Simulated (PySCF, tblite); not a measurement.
# C₂₀H₁₆O₄S: electronic excitations, NMR shifts

Aim: compute the electronic excitations, NMR shifts of C₂₀H₁₆O₄S (`O=C(c1ccccc1)[C@@H](OS(=O)(=O)c1ccccc1)c1ccccc1`).

Computed with tblite 0.8.0 and PySCF 2.14.0 and routines of our own; the level stands in each step. Atoms count from 0.

### Step 1. The starting structure

41 atoms, charge 0, multiplicity 1; geometry from: force field, distance geometry or constructed start.

### Step 2. Optimising the geometry with GFN2-xTB

What the job is given:

```
{"job": {"kind": "relax", "xc": "GFN2-xTB", "basis": "xTB"}, "charge": 0, "multiplicity": 1}
O     -0.152000    -1.254700     1.242600
C      0.629700    -0.960800     0.333800
C      1.810600    -1.863900     0.093300
C      1.882300    -3.053000     0.816800
C      2.949700    -3.939000     0.640000
C      3.948800    -3.631800    -0.283300
C      3.886700    -2.444400    -1.014000
C      2.821400    -1.559700    -0.825900
C      0.438700     0.289000    -0.527100
O     -0.896700     0.766000    -0.398600
S     -2.008000     0.106400    -1.383300
O     -2.123700     0.982800    -2.530900
O     -1.706200    -1.297200    -1.560300
C     -3.513800     0.209700    -0.460300
C     -4.641800     0.830200    -1.017200
C     -5.818800     0.907100    -0.267000
C     -5.865800     0.379600     1.018900
C     -4.741300    -0.238200     1.570400
C     -3.559700    -0.318600     0.837400
C      1.342000     1.440500    -0.111800
C      1.537200     1.771700     1.237600
C      2.365200     2.836000     1.592700
C      2.993600     3.599900     0.613600
C      2.777100     3.293000    -0.739100
C      1.956400     2.233500    -1.096800
H      1.101300    -3.315100     1.545300
H      2.998300    -4.859600     1.207000
H      4.783600    -4.315400    -0.425300
H      4.672400    -2.207200    -1.726600
H      2.818100    -0.650000    -1.411000
H      0.631600     0.027300    -1.575500
H     -4.610100     1.241700    -2.021900
H     -6.698200     1.382600    -0.700600
H     -6.783500     0.441000     1.598900
H     -4.782300    -0.645100     2.573600
H     -2.685800    -0.800700     1.267200
H      1.044300     1.201500     2.020100
H      2.516500     3.079200     2.639700
H      3.630300     4.424800     0.886900
H      3.249800     3.905900    -1.505500
H      1.791800     2.026500    -2.150900
```

Started as:

```console
$ OMP_NUM_THREADS=2 python large_run.py task.json out
```

One launch serves the whole session: the jobs run in the order shown.

Output:

```text
step      E/eV     max force
  0   -1917.00503    1.851
  1   -1917.09520    1.917
  2   -1917.14796    0.544
  3   -1917.17926    0.376
  4   -1917.19286    0.280
  5   -1917.20006    0.181
  6   -1917.20797    0.255
  7   -1917.21446    0.262
  8   -1917.22006    0.177
  9   -1917.22569    0.174
 10   -1917.23252    0.214
 11   -1917.23985    0.234
 12   -1917.24669    0.157
 13   -1917.25315    0.161
 14   -1917.25894    0.149
 15   -1917.26342    0.154
 16   -1917.26639    0.113
 17   -1917.26848    0.090
 18   -1917.26939    0.104
 19   -1917.27122    0.085
 20   -1917.27180    0.064
 21   -1917.27297    0.130
 22   -1917.27402    0.109
 23   -1917.27479    0.060
 24   -1917.27574    0.074
 25   -1917.27677    0.115
 26   -1917.27790    0.097
 27   -1917.27909    0.070
 28   -1917.28046    0.065
 29   -1917.28194    0.113
 30   -1917.28331    0.099
 31   -1917.28463    0.082
 32   -1917.28608    0.072
 33   -1917.28762    0.113
 34   -1917.28895    0.085
 35   -1917.28983    0.053
 36   -1917.29040    0.051
 37   -1917.29093    0.081
 38   -1917.29158    0.077
 39   -1917.29246    0.082
 40   -1917.29357    0.071
 41   -1917.29467    0.072
 42   -1917.29553    0.066
 43   -1917.29618    0.051
 44   -1917.29683    0.053
 45   -1917.29768    0.088
 46   -1917.29871    0.112
 47   -1917.29982    0.087
 48   -1917.30097    0.071
 49   -1917.30224    0.069
 50   -1917.30353    0.089
 51   -1917.30460    0.068
 52   -1917.30537    0.054
 53   -1917.30610    0.051
 54   -1917.30701    0.097
 55   -1917.30817    0.108
 56   -1917.30938    0.107
 57   -1917.31043    0.065
 58   -1917.31132    0.062
 59   -1917.31219    0.080
 60   -1917.31305    0.060
 61   -1917.31397    0.069
 62   -1917.31482    0.059
 63   -1917.31561    0.075
 64   -1917.31629    0.062
 65   -1917.31687    0.052
 66   -1917.31738    0.043
 67   -1917.31779    0.043
 68   -1917.31811    0.033
 69   -1917.31839    0.031
 70   -1917.31866    0.044
 71   -1917.31891    0.044
 72   -1917.31914    0.031
 73   -1917.31935    0.027
 74   -1917.31954    0.038
 75   -1917.31975    0.051
 76   -1917.31999    0.044
 77   -1917.32025    0.035
 78   -1917.32051    0.046
 79   -1917.32075    0.057
 80   -1917.32098    0.049
 81   -1917.32121    0.031
 82   -1917.32149    0.037
 83   -1917.32186    0.063
 84   -1917.32234    0.075
 85   -1917.32286    0.058
 86   -1917.32336    0.034
 87   -1917.32382    0.046
 88   -1917.32424    0.052
 89   -1917.32464    0.042
 90   -1917.32497    0.031
 91   -1917.32525    0.035
 92   -1917.32552    0.045
 93   -1917.32582    0.036
 94   -1917.32616    0.029
 95   -1917.32652    0.032
 96   -1917.32693    0.056
 97   -1917.32737    0.051
 98   -1917.32776    0.034
 99   -1917.32806    0.036
100   -1917.32836    0.058
101   -1917.32877    0.081
102   -1917.32938    0.076
103   -1917.33012    0.063
104   -1917.33093    0.049
105   -1917.33175    0.071
106   -1917.33257    0.101
107   -1917.33330    0.071
108   -1917.33400    0.061
109   -1917.33464    0.055
110   -1917.33542    0.085
111   -1917.33615    0.090
112   -1917.33692    0.068
113   -1917.33750    0.047
114   -1917.33798    0.046
115   -1917.33844    0.045
116   -1917.33897    0.051
117   -1917.33953    0.050
118   -1917.34021    0.049
119   -1917.34102    0.054
120   -1917.34194    0.048
121   -1917.34308    0.054
122   -1917.34411    0.061
123   -1917.34493    0.049
124   -1917.34557    0.045
125   -1917.34608    0.046
126   -1917.34660    0.057
127   -1917.34716    0.049
128   -1917.34789    0.045
129   -1917.34840    0.044
130   -1917.34933    0.044
131   -1917.35007    0.051
132   -1917.35073    0.050
133   -1917.35130    0.041
134   -1917.35190    0.047
135   -1917.35246    0.050
136   -1917.35282    0.037
137   -1917.35320    0.032
138   -1917.35357    0.032
139   -1917.35400    0.038
140   -1917.35454    0.045
141   -1917.35506    0.037
142   -1917.35554    0.037
143   -1917.35601    0.032
144   -1917.35652    0.032
145   -1917.35697    0.038
146   -1917.35731    0.033
147   -1917.35757    0.029
148   -1917.35784    0.033
149   -1917.35816    0.049
150   -1917.35853    0.045
151   -1917.35894    0.035
152   -1917.35937    0.030
153   -1917.35981    0.041
154   -1917.36035    0.047
155   -1917.36090    0.041
156   -1917.36138    0.034
157   -1917.36172    0.032
158   -1917.36204    0.042
159   -1917.36235    0.028
160   -1917.36280    0.031
161   -1917.36308    0.031
162   -1917.36349    0.026
163   -1917.36374    0.028
164   -1917.36398    0.028
165   -1917.36427    0.030
166   -1917.36465    0.032
167   -1917.36510    0.037
168   -1917.36555    0.033
169   -1917.36592    0.038
170   -1917.36623    0.038
171   -1917.36652    0.041
172   -1917.36684    0.033
173   -1917.36722    0.036
174   -1917.36758    0.036
175   -1917.36788    0.032
176   -1917.36812    0.022
177   -1917.36834    0.025
178   -1917.36853    0.026
179   -1917.36870    0.022
180   -1917.36884    0.018
```

Run time: 3.5 s. Hardware: 2 threads of Arm Neoverse V2, shared host; peak memory 0.18 GiB.

Relaxation path:

| step | energy from step 0 (eV) | largest force (eV/Å) |
| --- | --- | --- |
| 0 | 0.0000 | 1.8505 |
| 1 | -0.0902 | 1.9166 |
| 2 | -0.1429 | 0.5430 |
| 3 | -0.1742 | 0.3761 |
| 4 | -0.1878 | 0.2800 |
| 5 | -0.1950 | 0.1805 |
| 6 | -0.2029 | 0.2547 |
| 7 | -0.2094 | 0.2624 |
| 8 | -0.2150 | 0.1768 |
| 23 | -0.2698 | 0.0595 |
| 38 | -0.2866 | 0.0773 |
| 53 | -0.3011 | 0.0505 |
| 69 | -0.3134 | 0.0310 |
| 84 | -0.3173 | 0.0747 |
| 99 | -0.3230 | 0.0355 |
| 114 | -0.3329 | 0.0456 |
| 130 | -0.3443 | 0.0441 |
| 145 | -0.3519 | 0.0384 |
| 160 | -0.3578 | 0.0312 |
| 176 | -0.3631 | 0.0220 |
| 177 | -0.3633 | 0.0249 |
| 178 | -0.3635 | 0.0264 |
| 179 | -0.3637 | 0.0222 |
| 180 | -0.3638 | 0.0177 |

Close pairs (by a distance rule), those that changed most:

```csv
bond,before (Å),after (Å),change (Å)
C1–C2,1.506,1.476,-0.030
O0–C1,1.234,1.209,-0.025
C13–C18,1.402,1.379,-0.023
C13–C14,1.403,1.381,-0.022
C3–H25,1.100,1.078,-0.021
C22–C23,1.404,1.384,-0.020
S10–O11,1.449,1.430,-0.019
C19–C24,1.406,1.389,-0.017
```

The end geometry stands in the next job.

### Step 3. Harmonic vibrations with GFN2-xTB

What the job is given:

```
{"job": {"kind": "ir", "xc": "GFN2-xTB", "basis": "xTB"}, "charge": 0, "multiplicity": 1}
O     -0.229191    -0.613249     1.207795
C      0.538394    -0.629395     0.273707
C      1.562442    -1.675632     0.083089
C      1.219015    -2.988623     0.395792
C      2.125434    -4.011728     0.192914
C      3.390099    -3.730040    -0.296848
C      3.746516    -2.421628    -0.583285
C      2.836800    -1.395553    -0.405540
C      0.513742     0.487808    -0.778428
O     -0.829732     0.906803    -0.969908
S     -1.825786    -0.263699    -1.486544
O     -2.261775     0.075861    -2.805229
O     -1.146969    -1.517330    -1.313997
C     -3.194167    -0.094614    -0.362197
C     -4.237347     0.735303    -0.721178
C     -5.309681     0.876847     0.144817
C     -5.320602     0.187616     1.348300
C     -4.263697    -0.639914     1.693689
C     -3.189298    -0.786417     0.830586
C      1.326237     1.667842    -0.305237
C      1.062890     2.239936     0.932530
C      1.802412     3.326401     1.365447
C      2.808718     3.845636     0.568068
C      3.071745     3.279101    -0.667262
C      2.331696     2.194723    -1.105208
H      0.225901    -3.187859     0.765945
H      1.847000    -5.030850     0.414392
H      4.099822    -4.528550    -0.455310
H      4.736622    -2.201799    -0.954477
H      3.124939    -0.376152    -0.616000
H      0.899816     0.102376    -1.729269
H     -4.194163     1.240270    -1.672755
H     -6.136738     1.518197    -0.119954
H     -6.161437     0.293343     2.018034
H     -4.275563    -1.172787     2.631870
H     -2.350467    -1.418193     1.068866
H      0.280235     1.823649     1.547636
H      1.594895     3.767604     2.328937
H      3.387898     4.691598     0.906722
H      3.851955     3.685176    -1.293827
H      2.531318     1.759414    -2.073771
```

Output:

```text
mode    cm-1     km/mol
  1     -20.2      1.81
  2      22.2      0.63
  3      26.9      1.00
  4      31.9      0.28
  5      41.2      0.60
  6      54.6      0.54
  7      59.9      1.18
  8      84.7      0.14
  9     123.0      8.47
 10     130.8      2.16
 11     139.6      4.79
 12     177.3      7.96
 13     181.8      1.88
 14     211.5      0.45
 15     218.3      7.19
 16     234.2      2.98
 17     288.5      7.05
 18     297.0      4.18
 19     301.4      5.19
 20     343.5      7.74
 21     363.4      0.55
 22     366.3      0.08
 23     372.1      0.45
 24     373.8      0.86
 25     423.3     25.25
 26     449.7      7.95
 27     475.7      9.04
 28     493.3     87.23
 29     516.3     57.57
 30     542.7    106.22
 31     560.9     80.41
 32     585.3      0.03
 33     587.0      2.41
 34     589.0      0.34
 35     649.0     19.37
 36     656.8      3.67
 37     661.7     49.77
 38     671.4     26.72
 39     684.6     10.59
 40     693.1     35.06
 41     724.4    303.31
 42     750.3      8.65
 43     758.2     29.51
 44     771.7    144.42
 45     843.6      6.04
 46     860.7     25.76
 47     873.0      2.19
 48     878.0      0.57
 49     880.1      0.20
 50     904.5      0.27
 51     906.0      1.29
 52     908.1      0.36
 53     925.8      0.50
 54     927.0      1.25
 55     930.3      0.28
 56     932.4      0.09
 57     932.5      0.08
 58     932.9      0.12
 59     958.5     43.94
 60     969.6      7.82
 61     988.7      6.98
 62    1010.6     74.90
 63    1063.5    107.54
 64    1068.5      0.13
 65    1081.6      0.58
 66    1084.4      0.50
 67    1096.7    120.80
 68    1101.9      3.79
 69    1119.8      0.16
 70    1122.7      3.23
 71    1141.5    249.85
 72    1176.9      0.10
 73    1178.3      5.47
 74    1179.3     23.16
 75    1181.1      1.37
 76    1181.6      0.43
 77    1191.0     18.50
 78    1202.1      0.96
 79    1227.6     21.01
 80    1240.1     74.13
 81    1253.2    140.79
 82    1261.1    360.09
 83    1276.1      3.50
 84    1282.7     21.34
 85    1297.8      0.62
 86    1320.8      0.87
 87    1322.5      0.60
 88    1326.8      0.38
 89    1429.0      2.58
 90    1430.8      4.44
 91    1439.8      0.67
 92    1443.4      0.20
 93    1463.2     14.51
 94    1471.0      3.42
 95    1574.4      0.20
 96    1581.4      2.00
 97    1591.9     17.87
 98    1593.0      0.59
 99    1597.0      3.89
100    1601.4      1.20
101    1732.7    274.89
102    2913.1     29.86
103    3075.5      8.46
104    3078.7      0.38
105    3081.7      1.72
106    3082.6      3.66
107    3084.9      7.30
108    3087.9     47.33
109    3092.2     45.53
110    3092.7     24.18
111    3096.6     47.64
112    3096.8     41.11
113    3100.3     24.15
114    3105.4      8.75
115    3110.4     10.27
116    3112.8      5.01
117    3127.7      0.32
```

Run time: 4.2 s. Hardware: 2 threads of Arm Neoverse V2, shared host; peak memory 0.18 GiB.

Which atoms move in the most intense modes:

```
cm⁻¹  km/mol                                   atoms
 724   303.3                       O9 35 %, S10 20 %
 772   144.4             C19 16 %, O9 15 %, H38 14 %
1064   107.5                        C8 42 %, O9 24 %
1097   120.8            O12 19 %, C13 15 %, O11 14 %
1142   249.8  O12 19 %, C13 18 %, S10 16 %, O11 13 %
1253   140.8  H32 14 %, H35 14 %, H34 13 %, H31 12 %
1261   360.1            S10 33 %, O11 26 %, O12 16 %
1733   274.9                        C1 61 %, O0 37 %
```

### Step 4. Electronic excitations: TDA CAM-B3LYP/def2-SVP

The job, as its differences from that of step 3:

```diff
@@ -1,2 +1,2 @@
-{"job": {"kind": "ir", "xc": "GFN2-xTB", "basis": "xTB"}, "charge": 0, "multiplicity": 1}
+{"job": {"kind": "uv", "basis": "def2-SVP", "grid": 1, "kgrid": 0, "vcut": 1.5, "nstates": 6, "ntriplets": 2, "tda": true, "delta": [], "pop": true, "xc": "CAM-B3LYP"}, "charge": 0, "multiplicity": 1}
 O     -0.229191    -0.613249     1.207795
```

Method: TDA CAM-B3LYP/def2-SVP, vertical, gas phase, core orbitals frozen in the response, virtual orbitals cut by energy.

Output:

```text
start: PBE on a coarse grid of 35496 points
cycle   1  E = -1467.5496295562  dE =  4.747e+00  |g| = 1.645e+00  |ddm| = 9.144e+00
cycle   2  E = -1464.9094879596  dE =  2.640e+00  |g| = 3.948e+00  |ddm| = 6.774e+00
cycle   3  E = -1467.9653510774  dE = -3.056e+00  |g| = 7.757e-01  |ddm| = 5.657e+00
cycle   4  E = -1468.0925798075  dE = -1.272e-01  |g| = 3.037e-01  |ddm| = 1.263e+00
cycle   5  E = -1468.1069010436  dE = -1.432e-02  |g| = 1.519e-01  |ddm| = 4.365e-01
cycle   6  E = -1468.1118918064  dE = -4.991e-03  |g| = 5.251e-02  |ddm| = 2.157e-01
cycle   7  E = -1468.1124908948  dE = -5.991e-04  |g| = 1.832e-02  |ddm| = 7.600e-02
cycle   8  E = -1468.1125623952  dE = -7.150e-05  |g| = 5.694e-03  |ddm| = 2.715e-02
final grid: 154838 points
cycle   9  E = -1469.3195008171  dE = -1.634e-02  |g| = 1.304e-01  |ddm| = 9.641e-01
cycle  10  E = -1469.3170219667  dE =  2.479e-03  |g| = 1.780e-01  |ddm| = 3.008e-01
cycle  11  E = -1469.3228320996  dE = -5.810e-03  |g| = 1.849e-02  |ddm| = 1.765e-01
cycle  12  E = -1469.3228922657  dE = -6.017e-05  |g| = 9.701e-03  |ddm| = 2.636e-02
cycle  13  E = -1469.3229145247  dE = -2.226e-05  |g| = 2.184e-03  |ddm| = 1.394e-02
cycle  14  E = -1469.3229139008  dE =  6.239e-07  |g| = 7.076e-04  |ddm| = 3.052e-03
cycle  15  E = -1469.3229126294  dE =  1.271e-06  |g| = 2.937e-04  |ddm| = 1.237e-03
cycle  16  E = -1469.3229132470  dE = -6.176e-07  |g| = 1.008e-04  |ddm| = 6.675e-04
cycle  17  E = -1469.3229139635  dE = -7.164e-07  |g| = 3.927e-05  |ddm| = 2.794e-04
converged SCF energy = -1469.3229139635

Static polarisability (au): isotropic 224.136, principal 167.002 229.170 276.236

Singlet excitations
state   eV       nm        f      main configurations
  1   4.2197    293.8   0.00824   H->L 0.52, H-6->L 0.21
  2   5.3041    233.8   0.02433   H-2->L 0.46, H-1->L 0.15, H-1->L+5 0.15
  3   5.5166    224.7   0.02894   H-3->L+3 0.21, H-3->L 0.20, H->L+4 0.18
  4   5.5805    222.2   0.00740   H-4->L+1 0.47, H-5->L+2 0.21, H-6->L+2 0.11
  5   5.6365    220.0   0.27804   H-1->L 0.59, H-2->L 0.10, H-3->L 0.09
  6   6.1197    202.6   0.13488   H->L 0.28, H-6->L 0.20, H-5->L 0.18

Triplet excitations (Tamm-Dancoff, eV): 3.6692 3.9249
```

Run time: 1.8 min. Hardware: 2 threads of Arm Neoverse V2, shared host; peak memory 1.4 GiB.

The orbitals next to the gap, with their largest atomic shares:

| orbital | eV | atoms |
| --- | --- | --- |
| HOMO−4 | -8.96 | C15 23 %, C18 22 %, C14 17 % |
| HOMO−3 | -8.77 | C20 23 %, C23 23 %, C21 22 % |
| HOMO−2 | -8.74 | C4 28 %, C7 27 %, C3 13 % |
| HOMO−1 | -8.60 | C2 24 %, C5 23 %, C3 17 % |
| HOMO | -8.46 | O0 25 %, C22 14 %, C19 14 % |
| LUMO | -0.37 | C1 24 %, O0 16 %, C5 12 % |
| LUMO+1 | 0.04 | C16 24 %, C13 21 %, C14 11 % |
| LUMO+2 | 0.67 | C15 23 %, C14 22 %, C17 22 % |
| LUMO+3 | 0.70 | C22 20 %, C19 19 %, C20 14 % |

With each of the 6 states as a Gaussian band of 0.4 eV half-width at 1/e, the curve within the window shown has maxima at 294 nm (ε 330), 219 nm (ε 14,000) L/(mol cm). Beyond the last state computed it falls off for lack of states. The curve at chosen wavelengths:

```
 nm  ε (L/mol/cm)
193          3366
199          6445
205          9571
211         12515
217         14346
223         13690
229         10692
235          6945
241          3867
247          1907
253           867
259           395
265           226
270           200
276           232
282           282
288           322
294           334
300           318
306           279
312           228
318           174
324           126
330            87
336            57
342            36
```

Further results of this job:

```csv
property,computed
dipole moment (D),2.55
polarisability (Å³),33.21
HOMO–LUMO gap (eV),8.10
−ε(HOMO) (eV),8.46
```

[end of part 1 of 2]
